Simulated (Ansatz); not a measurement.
# BClF2 (SMILES FB(F)Cl): single points off equilibrium

The task here is to estimate one member of a computed series from the others.

Program: Ansatz 0.2.0, Gaussian basis. Level of theory: single points in def2-TZVPP. These are calculated values, not measurements.

Correlated methods freeze the cores.

### The system as given

4 atoms, charge 0, spin multiplicity 1.

Atoms are counted from 1 here; the program's logs count them from 0.

Bond lengths: F1–B2 1.275 Å, B2–F3 1.382 Å, B2–Cl4 1.753 Å. Angles: F1–B2–F3 119.2°, F1–B2–Cl4 121.0°, F3–B2–Cl4 119.8°.

Coordinates:

```
F    -0.1482   -1.2314   -0.5509
B    -0.0438   -0.0544   -0.0712
F    -1.0259    0.8773   -0.3514
Cl    1.3204    0.3937    0.9341
```

Set-up of the first run:

run/in.yaml

```yaml
crystal:
  periodic: [false, false, false]
  atoms:
    - {symbol: F, position_ang: [-0.148200, -1.231400, -0.550900]}
    - {symbol: B, position_ang: [-0.043800, -0.054400, -0.071200]}
    - {symbol: F, position_ang: [-1.025900, 0.877300, -0.351400]}
    - {symbol: Cl, position_ang: [1.320400, 0.393700, 0.934100]}
basis:
  gaussian: {orbitals: def2-TZVPP}
correlation: {method: ccsd_t}
output: {forces: true}
```

No record of the launch command was kept for these runs.

Steps of the session up to this table: CCSD(T)/def2-TZVPP; PBE0-D4/def2-TZVPP; wB97M-V/def2-TZVPP; r2SCAN-D4/def2-TZVPP; PBE-D4/def2-TZVPP; SPW92/def2-TZVPP; B97M-V/def2-TZVPP.

One of the session's tables, all rows but one given; the rest of the session is left out.

| method | RMS force component (eV/Å) | angle to CCSD(T) forces (°) | dipole (D) |
| --- | --- | --- | --- |
| CCSD(T) | 1.309 | reference | 0.57 |
| PBE0-D4 | 1.283 | 4.3 | 0.56 |
| wB97M-V | 1.277 | 0.6 | 0.55 |
| r2SCAN-D4 | 1.271 | 0.7 | 0.52 |
| PBE-D4 | ? | ? | ? |
| SPW92 | 1.269 | 5.9 | 0.54 |
| B97M-V | 1.279 | 7.0 | 0.53 |

Estimate the missing values for PBE-D4.

As computed: RMS force component (eV/Å): 1.269; angle to CCSD(T) forces (°): 10.8; dipole (D): 0.52.
